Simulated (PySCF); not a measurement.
# C2H7BS: the cost of one run

The runs use PySCF 2.14.0, with density-fitted response routines of our own; the level of theory stands in each step. All values are computed, except where a source is named. Atoms count from 0, in the outputs and in this text.

**1. The starting structure**

11 atoms, charge 0, multiplicity 1; geometry from: GFN2-xTB. The atoms were then displaced at random by about 0.01 Å, so the start is not that level's minimum.

Bonds of the start (Å): B0–S1 1.76, S1–C2 1.86, C2–C3 1.47, B0–H4 1.14, B0–H5 1.20, C2–H6 1.11, C2–H7 1.09, C3–H8 1.11, C3–H9 1.10, C3–H10 1.10.

**2. Geometry optimisation at PBE0-D3(BJ)/def2-SVP**

What the job is given:

```
{"job": {"xc": "PBE0", "basis": "def2-SVP", "d3": "d3bj", "grid": 1, "shake": 0.01, "kind": "geom"}, "charge": 0, "multiplicity": 1}
B      2.357740    -0.507950    -0.031830
S      0.729060    -1.098900     0.269670
C     -0.376430     0.363400    -0.034660
C     -1.744580     0.064460     0.400400
H      3.219310    -1.240070     0.069630
H      2.487510     0.638970    -0.345840
H      0.064650     1.199270     0.538170
H     -0.292750     0.593680    -1.096470
H     -1.812790    -0.175150     1.482280
H     -2.415960     0.924220     0.232440
H     -2.177630    -0.787770    -0.144660
```

The run is started by

```console
$ OMP_NUM_THREADS=1 python probes_run.py task.json out
```

This one command runs all jobs of the session in turn.

Q: Estimate the wall time and peak memory of this first job on 1 thread of Arm Neoverse V1, shared host.

About 20 s, with a peak of 0.39 GiB.
